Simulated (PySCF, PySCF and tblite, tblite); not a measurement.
# C₆H₉Si+: a path driven as a shift of bonds, and NMR exchange

How fast is a shift of bonds in C₆H₉Si+ (`[SiH3]C1C=C[CH+]C=C1`), and when do the exchanging lines merge?

Programs: PySCF 2.14.0 with density-fitted response routines of our own, and tblite 0.8.0. All values are computed, except where a source is named. Atoms count from 0 throughout.

## Step 1: The starting structure

16 atoms, charge 1, multiplicity 1; geometry from: force field or distance geometry start.

Bonds of the start (Å): C1–C2 1.53, C1–C6 1.53, C1–H10 1.10, C2–C3 1.34, C2–H11 1.09, C3–C4 1.45, C3–H12 1.08, C4–C5 1.44, C4–H13 1.09, C5–C6 1.34, C5–H14 1.08, C6–H15 1.09, Si0–C1 1.90, Si0–H7 1.48, Si0–H8 1.48, Si0–H9 1.50.

## Step 2: GFN2-xTB relaxation, start minimum

What the job is given:

```
{"job": {"xc": "GFN2-xTB", "basis": "xTB", "kind": "relax"}, "charge": 1, "multiplicity": 1}
Si    -2.210200    -0.109500    -0.590300
C     -0.677000    -0.020000     0.530600
C      0.108700     1.280100     0.364400
C      1.396400     1.335800     0.009700
C      2.107900     0.091000    -0.187700
C      1.506000    -1.197500     0.043300
C      0.214900    -1.258600     0.385100
H     -2.985300    -1.340000    -0.292700
H     -1.838600    -0.108700    -2.028000
H     -3.104200     1.061900    -0.318900
H     -1.053000    -0.032100     1.569500
H     -0.435900     2.212700     0.541200
H      1.923300     2.268400    -0.085800
H      3.152300     0.135500    -0.506100
H      2.121400    -2.077500    -0.046300
H     -0.234300    -2.232700     0.600400
```

Started as:

```console
> OMP_NUM_THREADS=1 python ens_run.py task.json out
```

This one command runs the whole study; its stages follow in the order run.

The program printed:

```text
step      E/eV     max force
  0    -508.17133    4.142
  1    -508.60986    1.519
  2    -508.74510    0.733
  3    -508.81723    0.648
  4    -508.86570    0.643
  5    -508.89787    0.550
  6    -508.93187    0.465
  7    -508.95628    0.331
  8    -508.97161    0.257
  9    -508.98085    0.208
 10    -508.98963    0.233
 11    -508.99838    0.245
 12    -509.00501    0.187
 13    -509.00937    0.176
 14    -509.01216    0.140
 15    -509.01435    0.176
 16    -509.01646    0.180
 17    -509.01948    0.151
 18    -509.02515    0.252
 19    -509.03517    0.386
 20    -509.04897    0.435
 21    -509.06127    0.315
 22    -509.06766    0.198
 23    -509.07204    0.201
 24    -509.07842    0.178
 25    -509.08598    0.229
 26    -509.09311    0.246
 27    -509.10001    0.225
 28    -509.10738    0.275
 29    -509.11430    0.252
 30    -509.12018    0.179
 31    -509.12482    0.129
 32    -509.12866    0.144
 33    -509.13200    0.132
 34    -509.13481    0.115
 35    -509.13688    0.096
 36    -509.13817    0.093
 37    -509.13918    0.073
 38    -509.14030    0.082
 39    -509.14129    0.070
 40    -509.14180    0.045
 41    -509.14193    0.023
 42    -509.14199    0.019
 43    -509.14207    0.022
 44    -509.14212    0.015
 45    -509.14214    0.009
 46    -509.14215    0.009
 47    -509.14216    0.010
 48    -509.14217    0.009
 49    -509.14218    0.006
 50    -509.14218    0.005
 51    -509.14218    0.004
 52    -509.14219    0.003
 53    -509.14219    0.002
```

Wall time 0.61 s (1 thread of Arm Neoverse N1, shared host).

The energy fell by 0.971 eV, and the atoms moved 0.41 Å (root mean square).

## Step 3: Relaxed scan, to the middle

What the job is given:

```
{"job": {"xc": "GFN2-xTB", "basis": "xTB", "coordinate": [["d", [10, 1], 1], ["d", [10, 2], -1]], "kind": "drive"}, "charge": 1, "multiplicity": 1}
Si    -1.932627    -0.095465    -0.778205
C     -0.577700    -0.015527     0.926813
C      0.020368     1.227187     0.610318
C      1.216406     1.265014    -0.078267
C      1.864292     0.080567    -0.412837
C      1.326556    -1.150040    -0.050763
C      0.131103    -1.205557     0.637627
H     -2.614315    -1.355583    -0.502957
H     -1.010218    -0.066523    -1.906050
H     -2.725292     1.103991    -0.530618
H     -1.336502    -0.041449     1.699739
H     -0.454916     2.142901     0.928003
H      1.669488     2.213015    -0.324119
H      2.810716     0.118030    -0.930747
H      1.864360    -2.058213    -0.275357
H     -0.259319    -2.153404     0.976009
```

The program printed:

```text
point  coordinate     E/eV
  0     -0.967     -509.08940
  1     -0.856     -508.93250
  2     -0.729     -508.66164
  3     -0.554     -508.27500
  4     -0.347     -507.99660
  5     -0.165     -507.90215
  6     -0.001     -507.88464
```

Wall time 2.3 s (1 thread of Arm Neoverse N1, shared host).

The highest point is number 6, 27.8 kcal/mol above the first.

## Step 4: Relaxed scan, from the middle, back

What the job is given:

```
{"job": {"xc": "GFN2-xTB", "basis": "xTB", "coordinate": [["d", [10, 1], 1], ["d", [10, 2], -1]], "kind": "drive"}, "charge": 1, "multiplicity": 1}
Si    -2.499270    -0.219164    -0.477455
C     -0.628274    -0.094380     0.040037
C      0.041683     1.195295     0.182553
C      1.446797     1.271885     0.209367
C      2.196461     0.118472     0.175395
C      1.574784    -1.132855     0.078626
C      0.205671    -1.235242    -0.007295
H     -3.000888    -1.394548     0.220535
H     -2.405711    -0.347192    -1.925380
H     -3.072955     1.041709    -0.018499
H     -0.464791     0.526027     1.130739
H     -0.535261     2.107496     0.090776
H      1.926759     2.238107     0.227783
H      3.273951     0.172838     0.182965
H      2.183973    -2.022569     0.020913
H     -0.252378    -2.201314    -0.160052
```

The program printed:

```text
point  coordinate     E/eV
  0     -0.144     -507.89763
  1     -0.300     -507.96226
  2     -0.475     -508.14187
  3     -0.648     -508.47435
  4     -0.779     -508.77657
  5     -0.884     -508.98113
  6     -0.978     -509.09869
  7     -1.070     -509.14140
```

Run time: 2.4 s. Hardware: 1 thread of Arm Neoverse N1, shared host.

## Step 5: Relaxed scan, from the middle, on

job is that of step 4.

The program printed:

```text
point  coordinate     E/eV
  0      0.142     -507.89797
  1      0.287     -507.94253
  2      0.433     -508.01918
  3      0.572     -508.11628
  4      0.702     -508.20854
  5      0.827     -508.28206
  6      0.946     -508.32508
  7      1.057     -508.32268
```

It took 2.1 s on 1 thread of Arm Neoverse N1, shared host.

## Step 6: Nudged elastic band, leg 1

What the job is given:

```
{"job": {"xc": "GFN2-xTB", "basis": "xTB", "kind": "neb"}, "charge": 1, "multiplicity": 1}
Si    -1.929001    -0.097906    -0.791972
C     -0.584688    -0.020453     0.921409
C      0.011440     1.225787     0.615497
C      1.211423     1.271189    -0.065695
C      1.864580     0.090771    -0.404254
C      1.328815    -1.143371    -0.051599
C      0.129876    -1.206485     0.630084
H     -2.610431    -1.359398    -0.522514
H     -1.000563    -0.065974    -1.914779
H     -2.723188     1.100995    -0.546657
H     -1.348579    -0.053136     1.689045
H     -0.468313     2.138308     0.935630
H      1.662716     2.222199    -0.302886
H      2.812967     0.133788    -0.918179
H      1.870644    -2.048552    -0.278419
H     -0.259123    -2.157499     0.961034
```

The program printed:

```text
image   E - E0 / eV
  0       0.0000
  1       0.0590
  2       0.2224
  3       0.5210
  4       1.2563
  5       0.8521
  6       0.8086
```

Wall time 4.7 s (1 thread of Arm Neoverse N1, shared host); peak memory 0.19 GiB.

The highest point is number 4, 29.0 kcal/mol above the first.

## Step 7: Saddle search, leg 1

What the job is given:

```
{"job": {"xc": "GFN2-xTB", "basis": "xTB", "kind": "saddle"}, "charge": 1, "multiplicity": 1}
Si    -2.506005    -0.221423    -0.459660
C     -0.625203    -0.096808     0.014395
C      0.045408     1.192066     0.162534
C      1.453436     1.264054     0.222782
C      2.200287     0.109596     0.196925
C      1.574898    -1.137983     0.073249
C      0.205485    -1.237406    -0.020010
H     -3.005778    -1.384406     0.261108
H     -2.436483    -0.367632    -1.906478
H     -3.060852     1.046799     0.004985
H     -0.470055     0.564383     1.108518
H     -0.518746     2.107066     0.025135
H      1.935738     2.229550     0.256860
H      3.277901     0.161783     0.226925
H      2.183499    -2.027457     0.008134
H     -0.253528    -2.202182    -0.175402
```

The program printed:

```text
step      E/eV     max force
  0    -507.88584   0.0603
  1    -507.88742   0.0375
  2    -507.88743   0.0135
  3    -507.88749   0.0063
  4    -507.88750   0.0051
  5    -507.88750   0.0000
lowest wavenumbers (cm-1): -519.1 70.8 143.7 188.4 317.1 342.2
```

Wall time 4 s (1 thread of Arm Neoverse N1, shared host); peak memory 0.19 GiB.

Point group C1; 1 imaginary mode, 519i cm⁻¹, carried by H10, C1, C2. Steps downhill from it reached both ends.

## Step 8: DFT refinement, start: PBE0-D3(BJ)/def2-SVP

What the job is given:

```
{"job": {"xc": "PBE0", "basis": "def2-SVP", "kind": "refine"}, "charge": 1, "multiplicity": 1}
Si    -1.932627    -0.095465    -0.778205
C     -0.577700    -0.015527     0.926813
C      0.020368     1.227187     0.610318
C      1.216406     1.265014    -0.078267
C      1.864292     0.080567    -0.412837
C      1.326556    -1.150040    -0.050763
C      0.131103    -1.205557     0.637627
H     -2.614315    -1.355583    -0.502957
H     -1.010218    -0.066523    -1.906050
H     -2.725292     1.103991    -0.530618
H     -1.336502    -0.041449     1.699739
H     -0.454916     2.142901     0.928003
H      1.669488     2.213015    -0.324119
H      2.810716     0.118030    -0.930747
H      1.864360    -2.058213    -0.275357
H     -0.259319    -2.153404     0.976009
```

The program printed:

```text
step      E/eV     max force
  0    -14220.98203   1.1204
  1    -14221.07691   0.2852
  2    -14221.08198   0.1838
  3    -14221.08430   0.0301
  4    -14221.08437   0.0162
  5    -14221.08439   0.0020
```

Run time: 2.4 min. Hardware: 1 thread of Arm Neoverse N1, shared host; peak memory 0.6 GiB.

Gain 0.102 eV; displacement 0.04 Å root mean square.

DFT refinement, saddle of leg 1: PBE0-D3(BJ)/def2-SVP:

What the job is given:

```
{"job": {"xc": "PBE0", "basis": "def2-SVP", "kind": "refine"}, "charge": 1, "multiplicity": 1}
Si    -2.507836    -0.217549    -0.461604
C     -0.623124    -0.090759     0.005782
C      0.050136     1.195995     0.162043
C      1.454392     1.267871     0.221944
C      2.200871     0.111471     0.203426
C      1.576805    -1.135441     0.071257
C      0.209421    -1.232534    -0.046175
H     -2.996182    -1.348414     0.316784
H     -2.473753    -0.424428    -1.902063
H     -3.050820     1.071067    -0.042098
H     -0.469628     0.517090     1.100435
H     -0.522415     2.110250     0.065855
H      1.936801     2.233112     0.255418
H      3.277891     0.162860     0.250243
H      2.185413    -2.025790     0.020319
H     -0.247973    -2.194801    -0.221564
```

The program printed:

```text
step      E/eV     max force
  0    -14219.88666   1.0395
  1    -14219.99892   0.2691
  2    -14220.00816   0.0491
  3    -14220.00832   0.0109
```

Run time: 98 s. Hardware: 1 thread of Arm Neoverse N1, shared host; peak memory 0.6 GiB.

The energy fell by 0.122 eV, and the atoms moved 0.06 Å (root mean square).

## Step 9: DFT refinement, end: PBE0-D3(BJ)/def2-SVP

What the job is given:

```
{"job": {"xc": "PBE0", "basis": "def2-SVP", "kind": "refine"}, "charge": 1, "multiplicity": 1}
Si    -2.518277    -0.299873    -0.377525
C     -0.614716    -0.143318    -0.112672
C     -0.018042     1.134256     0.279075
C      1.431217     1.182520     0.463456
C      2.200727     0.072623     0.274828
C      1.592255    -1.134950    -0.101401
C      0.216932    -1.230534    -0.288052
H     -2.929383    -1.308662     0.592164
H     -2.648041    -0.718332    -1.768515
H     -3.039275     1.037109    -0.105527
H     -0.518335     1.504038     1.188746
H     -0.323026     1.911106    -0.440777
H      1.875580     2.123928     0.753776
H      3.270804     0.109874     0.410776
H      2.209917    -2.010026    -0.249135
H     -0.207237    -2.180631    -0.577202
```

The program printed:

```text
step      E/eV     max force
  0    -14220.32224   0.8679
  1    -14220.39126   0.2198
  2    -14220.39374   0.0333
  3    -14220.39383   0.0068
```

Run time: 96 s. Hardware: 1 thread of Arm Neoverse N1, shared host; peak memory 0.6 GiB.

Relaxing gained 0.072 eV and moved the atoms by 0.03 Å on average (rms).

## Step 10: Shieldings, start: B3LYP/pcSseg-1

What the job is given:

```
{"job": {"kind": "nmr", "xc": "B3LYP", "basis": "pcSseg-1", "pop": false}, "charge": 1, "multiplicity": 1}
Si    -1.898451    -0.093157    -0.700722
C     -0.585340    -0.016131     0.905680
C      0.022066     1.241531     0.598299
C      1.234409     1.279972    -0.071282
C      1.887634     0.081955    -0.389077
C      1.345791    -1.163037    -0.043545
C      0.134134    -1.219949     0.625948
H     -2.631382    -1.361506    -0.474506
H     -1.039992    -0.067959    -1.906618
H     -2.742473     1.108938    -0.501682
H     -1.369754    -0.043187     1.677896
H     -0.491312     2.167205     0.873381
H      1.688087     2.238105    -0.332257
H      2.847124     0.119756    -0.912179
H      1.885130    -2.081567    -0.283064
H     -0.293271    -2.182025     0.922316
```

The program printed:

```text
coarse grid: 13720 points
cycle   1  E = -523.1741729677  dE =  1.039e+00  |g| = 2.917e-01  |ddm| = 3.727e+00
cycle   2  E = -523.1621926374  dE =  1.198e-02  |g| = 3.513e-01  |ddm| = 7.972e-01
cycle   3  E = -523.1963537155  dE = -3.416e-02  |g| = 9.639e-02  |ddm| = 4.651e-01
cycle   4  E = -523.1987203871  dE = -2.367e-03  |g| = 3.364e-02  |ddm| = 1.078e-01
cycle   5  E = -523.1990150307  dE = -2.946e-04  |g| = 7.103e-03  |ddm| = 3.968e-02
cycle   6  E = -523.1990272564  dE = -1.223e-05  |g| = 1.495e-03  |ddm| = 8.527e-03
cycle   7  E = -523.1990277691  dE = -5.128e-07  |g| = 4.331e-04  |ddm| = 1.742e-03
final grid: 127528 points
cycle   8  E = -523.2513552320  dE = -2.711e-05  |g| = 4.891e-03  |ddm| = 3.875e-02
cycle   9  E = -523.2513531503  dE =  2.082e-06  |g| = 5.663e-03  |ddm| = 1.210e-02
cycle  10  E = -523.2513617127  dE = -8.562e-06  |g| = 3.976e-04  |ddm| = 6.465e-03
cycle  11  E = -523.2513617486  dE = -3.593e-08  |g| = 1.424e-04  |ddm| = 5.733e-04
cycle  12  E = -523.2513617526  dE = -3.973e-09  |g| = 6.686e-05  |ddm| = 1.807e-04
cycle  13  E = -523.2513617537  dE = -1.111e-09  |g| = 2.239e-05  |ddm| = 7.832e-05
cycle  14  E = -523.2513617538  dE = -1.306e-10  |g| = 5.984e-06  |ddm| = 2.487e-05
converged SCF energy = -523.2513617538

GIAO shielding tensors (ppm)
atom      isotropic    diamagn.    paramagn.     s11        s22        s33       span
  0 Si     347.587     878.364    -530.777    258.346    360.654    423.761    165.415
  1 C       94.625     261.119    -166.494     21.223     91.632    171.018    149.795
  2 C        8.703     256.091    -247.388   -119.300    -26.242    171.652    290.952
  3 C       36.319     253.599    -217.280    -74.070      9.688    173.339    247.409
  4 C       16.200     253.897    -237.697    -99.149    -25.804    173.553    272.702
  5 C       36.314     253.601    -217.287    -74.082      9.684    173.340    247.421
  6 C        8.699     256.086    -247.387   -119.312    -26.249    171.658    290.970
  7 H       26.236      28.074      -1.838     22.612     24.440     31.656      9.043
  8 H       29.019      28.774       0.245     23.933     28.435     34.688     10.755
  9 H       26.236      28.076      -1.840     22.610     24.441     31.655      9.045
 10 H       24.590      31.005      -6.415     21.518     24.613     27.639      6.121
 11 H       22.454      31.012      -8.559     19.844     21.042     26.475      6.632
 12 H       22.981      29.126      -6.144     19.848     22.982     26.113      6.265
 13 H       22.535      28.380      -5.845     19.795     21.769     26.040      6.245
 14 H       22.981      29.126      -6.145     19.848     22.982     26.113      6.265
 15 H       22.453      31.011      -8.557     19.843     21.041     26.476      6.633
```

Wall time 37 s (1 thread of Arm Neoverse N1, shared host); peak memory 0.8 GiB.

In short: HOMO -12.65 eV, LUMO -7.57 eV.

## Step 11: Shieldings, saddle of leg 1: B3LYP/pcSseg-1

What the job is given:

```
{"job": {"kind": "nmr", "xc": "B3LYP", "basis": "pcSseg-1", "pop": false}, "charge": 1, "multiplicity": 1}
Si    -2.496895    -0.204052    -0.446958
C     -0.607872    -0.090057    -0.066953
C      0.056082     1.190926     0.083706
C      1.466103     1.272917     0.206777
C      2.217223     0.115217     0.197801
C      1.592293    -1.143255     0.067621
C      0.220211    -1.249136    -0.055353
H     -3.010585    -1.393213     0.277931
H     -2.575131    -0.353575    -1.922917
H     -3.084465     1.074758     0.030839
H     -0.434164     0.534474     1.085045
H     -0.547931     2.103013     0.045670
H      1.937658     2.253245     0.300685
H      3.304428     0.170355     0.292868
H      2.205314    -2.048089     0.065059
H     -0.242267    -2.233527    -0.161822
```

The program printed:

```text
coarse grid: 13720 points
cycle   1  E = -523.1336957481  dE =  1.106e+00  |g| = 2.863e-01  |ddm| = 3.776e+00
cycle   2  E = -523.1205542013  dE =  1.314e-02  |g| = 3.617e-01  |ddm| = 9.412e-01
cycle   3  E = -523.1573088727  dE = -3.675e-02  |g| = 1.039e-01  |ddm| = 5.479e-01
cycle   4  E = -523.1600572543  dE = -2.748e-03  |g| = 2.928e-02  |ddm| = 1.053e-01
cycle   5  E = -523.1602559689  dE = -1.987e-04  |g| = 1.005e-02  |ddm| = 3.722e-02
cycle   6  E = -523.1602796264  dE = -2.366e-05  |g| = 2.954e-03  |ddm| = 1.042e-02
cycle   7  E = -523.1602816814  dE = -2.055e-06  |g| = 9.579e-04  |ddm| = 3.502e-03
final grid: 127528 points
cycle   8  E = -523.2121226753  dE = -3.965e-05  |g| = 5.281e-03  |ddm| = 3.460e-02
cycle   9  E = -523.2121179993  dE =  4.676e-06  |g| = 6.706e-03  |ddm| = 1.293e-02
cycle  10  E = -523.2121296734  dE = -1.167e-05  |g| = 1.517e-03  |ddm| = 7.354e-03
cycle  11  E = -523.2121303310  dE = -6.577e-07  |g| = 2.502e-04  |ddm| = 1.742e-03
cycle  12  E = -523.2121303469  dE = -1.587e-08  |g| = 5.836e-05  |ddm| = 2.894e-04
cycle  13  E = -523.2121303476  dE = -6.746e-10  |g| = 1.983e-05  |ddm| = 6.821e-05
converged SCF energy = -523.2121303476

GIAO shielding tensors (ppm)
atom      isotropic    diamagn.    paramagn.     s11        s22        s33       span
  0 Si     396.817     879.329    -482.512    359.257    402.223    428.972     69.715
  1 C       42.836     263.354    -220.518    -45.357     -4.879    178.744    224.101
  2 C       56.783     256.155    -199.372    -36.739     46.935    160.152    196.892
  3 C       27.346     253.528    -226.182    -87.523     -3.634    173.194    260.717
  4 C       24.561     254.473    -229.912    -93.110     -8.954    175.748    268.858
  5 C       25.413     254.408    -228.995    -92.619     -5.555    174.414    267.033
  6 C       23.467     252.969    -229.502    -93.039     -3.982    167.422    260.461
  7 H       26.364      27.644      -1.280     22.702     25.179     31.211      8.509
  8 H       26.411      27.319      -0.907     23.565     24.317     31.352      7.787
  9 H       26.676      27.761      -1.086     22.794     25.932     31.301      8.507
 10 H       29.345      28.795       0.550     23.391     24.506     40.138     16.747
 11 H       23.549      31.602      -8.053     19.264     24.258     27.124      7.860
 12 H       22.688      28.890      -6.202     19.398     22.332     26.335      6.937
 13 H       22.577      27.945      -5.368     19.566     22.123     26.042      6.476
 14 H       22.598      28.773      -6.175     19.474     22.012     26.308      6.834
 15 H       22.666      31.511      -8.846     18.847     21.312     27.838      8.992
```

It took 34 s on 1 thread of Arm Neoverse N1, shared host; peak memory 0.84 GiB.

In short: HOMO -12.85 eV, LUMO -6.89 eV.

[end of part 1 of 2]
